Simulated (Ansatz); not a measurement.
Working through a single point from an input typed as a dict of Sc₃Te, space group P6_3/mmc

Program: Ansatz's Python interface.

The cells in order, each with its output:

In [1]:
```python
import ansatz as az
```

In [2]:
```python
settings = {
    'crystal': {
        'lattice': [[6.3617, 0.0, 0.0], [-3.18085, 5.509394, 0.0], [0.0, 0.0, 5.104363]],
        'atoms': [
            {'symbol': 'Sc', 'position': [0.334293, 0.167146, 0.75]},
            {'symbol': 'Sc', 'position': [0.832854, 0.167146, 0.75]},
            {'symbol': 'Sc', 'position': [0.832854, 0.665707, 0.75]},
            {'symbol': 'Sc', 'position': [0.665707, 0.832854, 0.25]},
            {'symbol': 'Sc', 'position': [0.167146, 0.832854, 0.25]},
            {'symbol': 'Sc', 'position': [0.167146, 0.334293, 0.25]},
            {'symbol': 'Te', 'position': [0.666667, 0.333333, 0.25]},
            {'symbol': 'Te', 'position': [0.333333, 0.666667, 0.75]},
        ],
    },
    'kpoints': {'mp_grid': {'grid': [4, 4, 5]}},
    'hamiltonian': {'xc': 'pbe', 'dispersion': 'd4'},
    'scf': {'occupations': {'method': 'gaussian', 'width': 0.15}},
    'output': {'forces': True},
}

outcome = az.Session.from_dict(settings).plan().execute()
rep = outcome.report

rep['free_energy_ev']
```
```text
DeckWarning: the atoms were moved onto the symmetric positions of the space group found under crystal.symmetry.tolerance 1.0e-5 (fractional; no operation is sought that the atoms, as they stand in a [...]
DeckWarning: basis.ecutwfc = 420 eV, auto-derived from the records' recommended cutoffs: set by Sc (normal level)
```
Out [2]:
```text
-26781.2303024559
```

In [3]:
```python
outcome.unlabelled_reasons
```
Out [3]:
```text
[]
```

In [4]:
```python
rep['kweights']
```
Out [4]:
```text
[0.0125, 0.025, 0.025, 0.075, 0.15, 0.15, 0.0375, 0.075, 0.075, 0.075, 0.15, 0.15]
```

In [5]:
```python
print(f'free energy      {rep["free_energy_ev"]:.5f} eV')
print(f'per atom         {rep["free_energy_ev"] / len(outcome.lattice.sites):.5f} eV')
print(f'SCF iterations   {rep["n_iterations"]}  (converged: {rep["converged"]})')
```
```text
free energy      -26781.23030 eV
per atom         -3347.65379 eV
SCF iterations   7  (converged: True)
```

In [6]:
```python
# forces in eV per angstrom
print('forces (eV/A)')
for site, force in zip(outcome.lattice.sites, rep['forces_ev_ang']):
    print(f'  {site.symbol:2s} {force[0]:9.4f} {force[1]:9.4f} {force[2]:9.4f}')
```
```text
forces (eV/A)
  Sc   -0.0045   -0.0026    0.0000
  Sc    0.0045   -0.0026   -0.0000
  Sc    0.0000    0.0052   -0.0000
  Sc    0.0045    0.0026   -0.0000
  Sc   -0.0045    0.0026    0.0000
  Sc    0.0000   -0.0052    0.0000
  Te    0.0000    0.0000   -0.0000
  Te   -0.0000   -0.0000    0.0000
```

In [7]:
```python
used = rep['setup']
print('cutoffs (eV):', used['ecut_ev'], used['ecutrho_ev'], ' FFT grid:', used['fft_dense'])
print('cell volume {:.3f} A^3, {} symmetry operations'.format(used['cell_volume_ang3'], used['n_sym_ops']))
```
```text
cutoffs (eV): 420.0 1680.0  FFT grid: [45, 45, 36]
cell volume 178.903 A^3, 24 symmetry operations
```

Reading the output:
- The settings weren't tested for convergence.
- Spin is left out of this run.
- Dispersion corrections can be off by several per cent in the lattices of metals, and by several GPa in the pressure at a fixed cell.
- For a metal this k-point mesh is coarse: on a finer one energies can move by several to tens of meV an atom and pressures by half a GPa or more, differences at one mesh by less.
- The free energy holds a sizeable smearing term, which stands for no physical temperature.
- The structure comes from a database of computed cells and needn't be a stable or known phase.
- Warnings are shown shortened and without file and line.
- The whole script took 5.5 s on 1 thread of Intel(R) Xeon(R) Platinum 8488C (Sapphire Rapids), with other jobs on the host, peak memory 0.52 GiB.

(Lines on the test bed's own set-up are left out of the output.)
